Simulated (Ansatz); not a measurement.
# CH8GeN2OSi: the cost of one run

Program: Ansatz 0.2.0. Level of theory: RKS PBE-D4/def2-SVP. These are calculated values, not measurements.

## (1) The system as given

Bond lengths: N1–Ge2 1.814 Å, Ge2–N3 1.856 Å, Ge2–Si4 2.376 Å, N3–Si4 1.796 Å, Si4–C5 1.857 Å, C5–O6 1.427 Å, N1–H7 1.018 Å, N1–H8 1.053 Å, Ge2–H9 1.548 Å, N3–H10 1.014 Å, Si4–H11 1.459 Å, C5–H12 1.121 Å, C5–H13 1.137 Å, O6–H14 1.018 Å. Angles (14 of 25 angles, heavy atoms first): N1–Ge2–N3 107.6°, N1–Ge2–Si4 114.0°, N3–Ge2–Si4 48.3°, Ge2–N3–Si4 81.2°, Ge2–Si4–N3 50.5°, Ge2–Si4–C5 111.6°, N3–Si4–C5 111.4°, Si4–C5–O6 110.2°, N1–Ge2–H9 119.5°, N3–Ge2–H9 108.9°, Si4–Ge2–H9 126.4°, Ge2–N1–H7 110.4°, Ge2–N1–H8 107.8°, Ge2–N3–H10 109.3°.

As a file:

```xyz
14

N    -1.8144   -0.6500   -1.0955
Ge   -0.9640   -1.3126    0.3631
N     0.8227   -1.5407   -0.0842
Si    0.9861   -0.1032    0.9795
C     1.1669    1.4559   -0.0134
O     0.7609    2.5844    0.7608
H    -1.7306   -1.2941   -1.8790
H    -2.8378   -0.5696   -0.8629
H    -1.4857   -2.6119    1.0237
H     0.9780   -1.2056   -1.0285
H     1.5500   -0.3844    2.2956
H     2.2634    1.5696   -0.2156
H     0.5488    1.4394   -0.9675
H    -0.2571    2.5935    0.7529
```

## (2) End point A

The input, input.yaml:

```yaml
crystal:
  periodic: [false, false, false]
  atoms:
    - { symbol: "N", position_ang: [-1.8144, -0.65, -1.0955] }
    - { symbol: Ge, position_ang: [-0.964, -1.3126, 0.3631] }
    - { symbol: "N", position_ang: [0.8227, -1.5407, -0.0842] }
    - { symbol: Si, position_ang: [0.9861, -0.1032, 0.9795] }
    - { symbol: C, position_ang: [1.1669, 1.4559, -0.0134] }
    - { symbol: O, position_ang: [0.7609, 2.5844, 0.7608] }
    - { symbol: H, position_ang: [-1.7306, -1.2941, -1.879] }
    - { symbol: H, position_ang: [-2.8378, -0.5696, -0.8629] }
    - { symbol: H, position_ang: [-1.4857, -2.6119, 1.0237] }
    - { symbol: H, position_ang: [0.978, -1.2056, -1.0285] }
    - { symbol: H, position_ang: [1.55, -0.3844, 2.2956] }
    - { symbol: H, position_ang: [2.2634, 1.5696, -0.2156] }
    - { symbol: H, position_ang: [0.5488, 1.4394, -0.9675] }
    - { symbol: H, position_ang: [-0.2571, 2.5935, 0.7529] }
basis:
  gaussian: { orbitals: def2-SVP }
hamiltonian:
  xc: pbe
  dispersion: d4
relax:
  f_tol: 0.015
  max_steps: 40
```

Run with:

```console
ansatz run input.yaml --threads 2 --pin off --max-ram 3072MiB --backend cpu --events-out ev --progress --plain --runs-dir out
```

Q: Estimate wall time and peak memory on 2 threads of Arm Neoverse V2, shared host.

About 2.1 min, with a peak of 0.21 GiB.
